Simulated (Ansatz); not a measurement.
# TiPd (CsCl type): how the settings move a relaxation

Question: which choices in the input matter for TiPd (CsCl type)?

Method: reference: DFT, r2SCAN, PAW with Ansatz's default frozen-core files, scalar-relativistic, in Ansatz 0.2.0.

## 1. The system as given

The structure is cubic, space group Pm-3m (No. 221). The conventional cell has a = 3.180 Å, b = 3.180 Å, c = 3.180 Å, α = 90.00°, β = 90.00°, γ = 90.00°. Around Ti (site symmetry m-3m) lie 8 Pd at 2.75 Å. Around Pd (site symmetry m-3m) lie 8 Ti at 2.75 Å.

Coordinates:

```cif
data_structure
_symmetry_space_group_name_H-M 'Pm-3m'
_symmetry_Int_Tables_number 221
_cell_length_a 3.1800
_cell_length_b 3.1800
_cell_length_c 3.1800
_cell_angle_alpha 90.000
_cell_angle_beta 90.000
_cell_angle_gamma 90.000
_cell_volume 32.16
loop_
_atom_site_label
_atom_site_type_symbol
_atom_site_symmetry_multiplicity
_atom_site_Wyckoff_symbol
_atom_site_fract_x
_atom_site_fract_y
_atom_site_fract_z
_atom_site_occupancy
Ti1 Ti 1 a 0.00000 0.00000 0.00000 1
Pd1 Pd 1 b 0.50000 0.50000 0.50000 1
```

## 2. Reference

input.yaml reads:

```yaml
crystal:
  lattice:
    - [3.18, 0.0, 0.0]
    - [0.0, 3.18, 0.0]
    - [0.0, 0.0, 3.18]
  atoms:
    - { symbol: Ti, position: [0.0, 0.0, 0.0] }
    - { symbol: Pd, position: [0.5, 0.5, 0.5] }
kpoints:
  mp_grid: { grid: [14, 14, 14] }
scf:
  occupations: { method: fermi_dirac, width: 0.05 }
hamiltonian:
  xc: r2scan
  pseudopotentials: { kind: paw }
output:
  forces: true
  stress: true
relax:
  f_tol: 0.005
  max_steps: 40
  cell: {}
```

Run with:

```sh
ansatz run input.yaml --threads 1 --pin off --max-ram 3584MiB --backend cpu --events-out ev --progress --plain --runs-dir out
```

## 3. A further run, with the input changed

input.yaml: that of step 2 with these lines changed.

```diff
@@ -12,2 +12,3 @@
   occupations: { method: fermi_dirac, width: 0.05 }
+  lower_state_search: full
 hamiltonian:
@@ -15,2 +16,3 @@
   pseudopotentials: { kind: paw }
+  hubbard: { sites: [{ species: Ti, l: d, u_eff: 8.0 }], double_counting: fll }
 output:
@@ -22 +24,2 @@
   cell: {}
+accuracy: medium
```

(Steps that only read results are left out.)

Q: Predict the outcome of this session. Wanted: for each run, ending; energy change; pressure; gap; force.

As calculated:

| run | ending | energy change | pressure (GPa) | gap (eV) | force (eV/Å) | cycles | time |
| --- | --- | --- | --- | --- | --- | --- | --- |
| reference | converged | - | 0.0 | 0.00 | 0.00 | 37 | 18 s |
| 1: lower_state_search full, hubbard.sites [{species: Ti, l: d, u_eff: 8.0}], hubbard.double_counting fll, accuracy medium | timeout | - | - | - | - | 58 | 2.2 min |

With the changed search for lower states and Hubbard U the run ends out of time. 1 of the 1 altered inputs did not end normally.
